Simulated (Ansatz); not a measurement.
# Al4CoNi3: the cost of one run

Method: DFT PBE, scalar-relativistic, plane waves, PAW, in Ansatz 0.2.0.

1 further run of the same task is left out (set aside as unsound or not needed). Runs told in other sessions of the task aren't counted.

### Step 1. The structure to begin with

It takes space group P4/mmm (No. 123, tetragonal). The conventional cell has a = 2.877 Å, b = 2.877 Å, c = 11.590 Å, α = 90.00°, β = 90.00°, γ = 90.00°. Around Al (site symmetry 4mm) lie 4 Co at 2.48 Å and 4 Ni at 2.50 Å and 6 Al at 2.83 to 2.92 Å. Al (site symmetry 4mm) is surrounded by 8 Ni at 2.50 to 2.51 Å and 6 Al at 2.88 to 2.92 Å. Ni (site symmetry 4mm) has 8 Al at 2.50 to 2.51 Å and 1 Co at 2.87 Å and 5 Ni at 2.88 to 2.92 Å in its first shell of neighbours. Ni (site symmetry 4/mmm) has 8 Al at 2.50 Å and 6 Ni at 2.88 to 2.92 Å in its first shell of neighbours. Around Co (site symmetry 4/mmm) lie 8 Al at 2.48 Å.

As a file:

```cif
data_structure
_symmetry_space_group_name_H-M 'P4/mmm'
_symmetry_Int_Tables_number 123
_cell_length_a 2.8775
_cell_length_b 2.8775
_cell_length_c 11.5904
_cell_angle_alpha 90.000
_cell_angle_beta 90.000
_cell_angle_gamma 90.000
_cell_volume 95.97
loop_
_atom_site_label
_atom_site_type_symbol
_atom_site_symmetry_multiplicity
_atom_site_Wyckoff_symbol
_atom_site_fract_x
_atom_site_fract_y
_atom_site_fract_z
_atom_site_occupancy
Al1 Al 2 g 0.00000 0.00000 0.62201 1
Al2 Al 2 g 0.00000 0.00000 0.87434 1
Ni1 Ni 2 h 0.50000 0.50000 0.74767 1
Ni2 Ni 1 c 0.50000 0.50000 0.00000 1
Co1 Co 1 d 0.50000 0.50000 0.50000 1
```

It is the end of an earlier relaxation with the same method, from a generated guess; it needn't be the stable form of this composition. At a tolerance of 0.05 Å it has space group P4/mmm (No. 123); it has 12.00 Å³/atom, an uncorrected energy of -0.63 eV/atom over the elements and, on its mesh, gap none (metal).

### Step 2. Volume × 0.97

File input.yaml:

```yaml
crystal:
  lattice:
    - [2.8484285945, 0.0, 0.0]
    - [0.0, 2.8484285945, 0.0]
    - [0.0, 0.0, 11.4733320961]
  atoms:
    - { symbol: Al, position: [0.0, 0.0, 0.622007] }
    - { symbol: Al, position: [0.0, 0.0, 0.874343] }
    - { symbol: Al, position: [0.0, 0.0, 0.125657] }
    - { symbol: Al, position: [0.0, 0.0, 0.377993] }
    - { symbol: Ni, position: [0.5, 0.5, 0.747675] }
    - { symbol: Ni, position: [0.5, 0.5, 0.0] }
    - { symbol: Ni, position: [0.5, 0.5, 0.252325] }
    - { symbol: Co, position: [0.5, 0.5, 0.5], spin: 0.37 }
basis:
  ecutwfc: 420
kpoints:
  mp_grid: { grid: [14, 14, 4] }
hamiltonian:
  xc: pbe
scf:
  occupations: { method: gaussian, width: 0.1 }
output:
  forces: true
  stress: true
  eigenvalues: true
  populations: true
  write_density: true
  write_potential: true
  elf: true
  volumetric_format: npy
magnetization:
  spin_polarized: true
relax:
  adjacent_minimum: "off"
  f_tol: 0.01
  max_steps: 30
  cell: { stress_tol: 0.1, fix: [volume] }
```

On the command line:

```
$ ansatz run input.yaml --threads 4 --pin off --max-ram 8192MiB --backend cpu --events-out ev --progress --plain --runs-dir out
```

Q: Estimate wall time and peak memory on 4 threads of Intel Xeon Platinum 8259CL at 2.50GHz (Skylake/Cascade Lake), shared host.

About 3 min, with a peak of 1.1 GiB.
